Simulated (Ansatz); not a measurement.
# C₁₀H₈N₂: a ladder of functionals and wavefunction methods

The task here is to estimate one member of a computed series from the others.

The runs use Ansatz 0.2.0, Gaussian basis; functionals in def2-TZVPP, the program's frozen cores in correlated methods.

Levels to be run: LDA (SPW92), PBE-D4, revPBE-D4, BLYP-D4, r2SCAN-D4, B97M-V, PBE0-D4, B3LYP-D4, r2SCANh-D4, r2SCAN0-D4, HSE06-D4, BHLYP-D4, CAM-B3LYP-D4, LC-ωPBE, ωB97X-V, ωB97M-V, B2PLYP, PBE-QIDH; CCSD(T)/def2-SVP; CCSD(T)/def2-TZVPP; MP2/def2-QZVPP; extrapolation to the limit.

### The relaxed structure

An earlier PBE0-D4 in a triple-zeta def2 set relaxation fixed the geometry.

SMILES `c1cc(-c2ccncc2)ccn1`, 20 atoms, charge 0, spin multiplicity 1.

Atoms are counted from 1 here; the program's logs count them from 0.

Bond lengths: C1–C2 1.385 Å, C1–N12 1.328 Å, C1–H13 1.087 Å, C2–C3 1.392 Å, C2–H14 1.083 Å, C3–C4 1.472 Å, C3–C10 1.392 Å, C4–C5 1.392 Å, C4–C9 1.392 Å, C5–C6 1.385 Å, C5–H15 1.083 Å, C6–N7 1.328 Å, C6–H16 1.087 Å, N7–C8 1.328 Å, C8–C9 1.385 Å, C8–H17 1.087 Å, C9–H18 1.083 Å, C10–C11 1.385 Å and more. Angles: C2–C1–N12 123.8°, C2–C1–H13 120.0°, N12–C1–H13 116.2°, C1–C2–C3 119.2°, C1–C2–H14 120.0°, C3–C2–H14 120.8°, C2–C3–C4 121.4°, C2–C3–C10 117.1°, C4–C3–C10 121.4°, C3–C4–C5 121.4°, C3–C4–C9 121.4°, C5–C4–C9 117.1°, C4–C5–C6 119.2°, C4–C5–H15 120.8°, C6–C5–H15 120.0°, C5–C6–N7 123.8°, C5–C6–H16 120.0°, N7–C6–H16 116.2° and more.

Set-up of the first run:

Contents of in.yaml:

```yaml
crystal:
  periodic: [false, false, false]
  atoms:
    - {symbol: C, position_ang: [2.059077, -2.019552, -1.031284]}
    - {symbol: C, position_ang: [0.882092, -1.608110, -0.428133]}
    - {symbol: C, position_ang: [0.618097, -0.246478, -0.314750]}
    - {symbol: C, position_ang: [-0.618105, 0.246466, 0.314746]}
    - {symbol: C, position_ang: [-1.269691, 1.382332, -0.156251]}
    - {symbol: C, position_ang: [-2.431187, 1.802806, 0.470244]}
    - {symbol: N, position_ang: [-2.973189, 1.185584, 1.514000]}
    - {symbol: C, position_ang: [-2.348484, 0.103127, 1.963648]}
    - {symbol: C, position_ang: [-1.185834, -0.403187, 1.406637]}
    - {symbol: C, position_ang: [1.573425, 0.628953, -0.822259]}
    - {symbol: C, position_ang: [2.720602, 0.113640, -1.402605]}
    - {symbol: N, position_ang: [2.973198, -1.185568, -1.513994]}
    - {symbol: H, position_ang: [2.274719, -3.079539, -1.134319]}
    - {symbol: H, position_ang: [0.168776, -2.342637, -0.073828]}
    - {symbol: H, position_ang: [-0.892429, 1.921099, -1.017229]}
    - {symbol: H, position_ang: [-2.955283, 2.683119, 0.108218]}
    - {symbol: H, position_ang: [-2.798483, -0.388771, 2.821686]}
    - {symbol: H, position_ang: [-0.715830, -1.279819, 1.836163]}
    - {symbol: H, position_ang: [1.439466, 1.701326, -0.745115]}
    - {symbol: H, position_ang: [3.479063, 0.785210, -1.795572]}
basis:
  gaussian: {orbitals: def2-TZVPP}
hamiltonian: {xc: lda}
output: {orbitals: {seedname: orbitals}}
```

On the command line:

```sh
$ ansatz run in.yaml --threads 4 --pin off --events-out ev --progress --plain --max-ram 66560MiB --backend cuda --devices 0, --max-vram 37GiB
```

Steps of the session up to this table: LDA; PBE-D4 (GGA); revPBE-D4 (GGA); BLYP-D4 (GGA); r2SCAN-D4 (meta-GGA); B97M-V (meta-GGA); B3LYP-D4 (hybrid); r2SCANh-D4 (hybrid); r2SCAN0-D4 (hybrid); HSE06-D4 (hybrid); BHLYP-D4 (hybrid); CAM-B3LYP-D4 (range-separated); LC-ωPBE (range-separated); ωB97X-V (range-separated); ωB97M-V (range-separated); B2PLYP (double hybrid); PBE-QIDH (double hybrid).

One table of the session follows, with a row left open; its other results are not shown here.

It belongs to the step «Frontier levels by functional». 

| functional | HOMO (eV) | LUMO (eV) | gap (eV) |
| --- | --- | --- | --- |
| LDA (SPW92) | -6.16 | -2.91 | 3.25 |
| PBE-D4 | -6.04 | -2.65 | 3.39 |
| revPBE-D4 | -5.98 | -2.56 | 3.43 |
| BLYP-D4 | -5.93 | -2.48 | 3.45 |
| r2SCAN-D4 | -6.37 | -2.54 | 3.82 |
| B97M-V | -6.56 | -2.44 | 4.12 |
| PBE0-D4 | ? | ? | ? |
| B3LYP-D4 | -7.35 | -1.98 | 5.37 |
| r2SCANh-D4 | -6.95 | -2.24 | 4.71 |
| r2SCAN0-D4 | -7.82 | -1.77 | 6.05 |
| HSE06-D4 | -7.20 | -2.19 | 5.01 |
| BHLYP-D4 | -8.58 | -0.83 | 7.76 |
| CAM-B3LYP-D4 | -8.99 | -0.77 | 8.22 |
| LC-ωPBE | -10.29 | 0.17 | 10.46 |
| ωB97X-V | -9.92 | 0.20 | 10.11 |
| ωB97M-V | -9.84 | 0.16 | 10.00 |

**Question.** Estimate the row for PBE0-D4.

The run gave: HOMO (eV): -7.60; LUMO (eV): -1.82; gap (eV): 5.78. In the column «HOMO (eV)» it lies between r2SCAN0-D4 (-7.82) and B3LYP-D4 (-7.35).
